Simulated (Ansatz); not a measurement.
# C₂H₄Se (SMILES CC=[Se]): one structure at several levels

An exercise on one series of results from a longer session: the logs are not shown, and one member is left open.

Computed with Ansatz 0.2.0, Gaussian basis. Level: single points in def2-TZVPP.

Cores are frozen in the correlated methods. Filled d shells of the heavier atoms are correlated.

## The starting structure

7 atoms, charge 0, spin multiplicity 1.

Atoms are counted from 1 here; the program's logs count them from 0.

Bond lengths: C1–C2 1.493 Å, C1–H4 1.088 Å, C1–H5 1.141 Å, C1–H6 1.107 Å, C2–Se3 1.744 Å, C2–H7 1.061 Å. Angles: C2–C1–H4 105.6°, C2–C1–H5 110.2°, C2–C1–H6 113.6°, H4–C1–H5 109.2°, H4–C1–H6 110.1°, H5–C1–H6 108.2°, C1–C2–Se3 125.1°, C1–C2–H7 115.7°, Se3–C2–H7 119.1°.

As a file:

| atom | x (Å) | y (Å) | z (Å) |
| --- | --- | --- | --- |
| C1 | -0.46460 | 0.50090 | 0.05490 |
| C2 | 0.50860 | -0.60880 | -0.17260 |
| Se3 | 1.64020 | -1.20940 | 1.01020 |
| H4 | -1.44020 | 0.08960 | -0.19540 |
| H5 | -0.23620 | 1.37500 | -0.64260 |
| H6 | -0.46770 | 0.88050 | 1.09520 |
| H7 | 0.50970 | -1.02780 | -1.14780 |

The first run:

The input, run/in.yaml:

```yaml
crystal:
  periodic: [false, false, false]
  atoms:
    - {symbol: C, position_ang: [-0.464600, 0.500900, 0.054900]}
    - {symbol: C, position_ang: [0.508600, -0.608800, -0.172600]}
    - {symbol: Se, position_ang: [1.640200, -1.209400, 1.010200]}
    - {symbol: H, position_ang: [-1.440200, 0.089600, -0.195400]}
    - {symbol: H, position_ang: [-0.236200, 1.375000, -0.642600]}
    - {symbol: H, position_ang: [-0.467700, 0.880500, 1.095200]}
    - {symbol: H, position_ang: [0.509700, -1.027800, -1.147800]}
basis:
  gaussian: {orbitals: def2-TZVPP}
correlation: {method: ccsd_t}
output: {forces: true}
```

No record of the launch command was kept for these runs.

Steps of the session up to this table: CCSD(T)/def2-TZVPP; PBE0-D4/def2-TZVPP; wB97M-V/def2-TZVPP; r2SCAN-D4/def2-TZVPP; PBE-D4/def2-TZVPP; SPW92/def2-TZVPP; r2SCANh-D4/def2-TZVPP.

One of the session's tables, all rows but one given; the rest of the session is left out.

| method | RMS force component (eV/Å) | angle to CCSD(T) forces (°) | dipole (D) |
| --- | --- | --- | --- |
| CCSD(T) | 0.550 | reference | 2.12 |
| PBE0-D4 | ? | ? | ? |
| wB97M-V | 0.549 | 20.1 | 2.33 |
| r2SCAN-D4 | 0.569 | 15.4 | 2.49 |
| PBE-D4 | 0.595 | 20.3 | 2.29 |
| SPW92 | 0.658 | 36.4 | 2.36 |
| r2SCANh-D4 | 0.567 | 17.4 | 2.50 |

Estimate the missing values for PBE0-D4.

As computed: RMS force component (eV/Å): 0.569; angle to CCSD(T) forces (°): 19.7; dipole (D): 2.39.
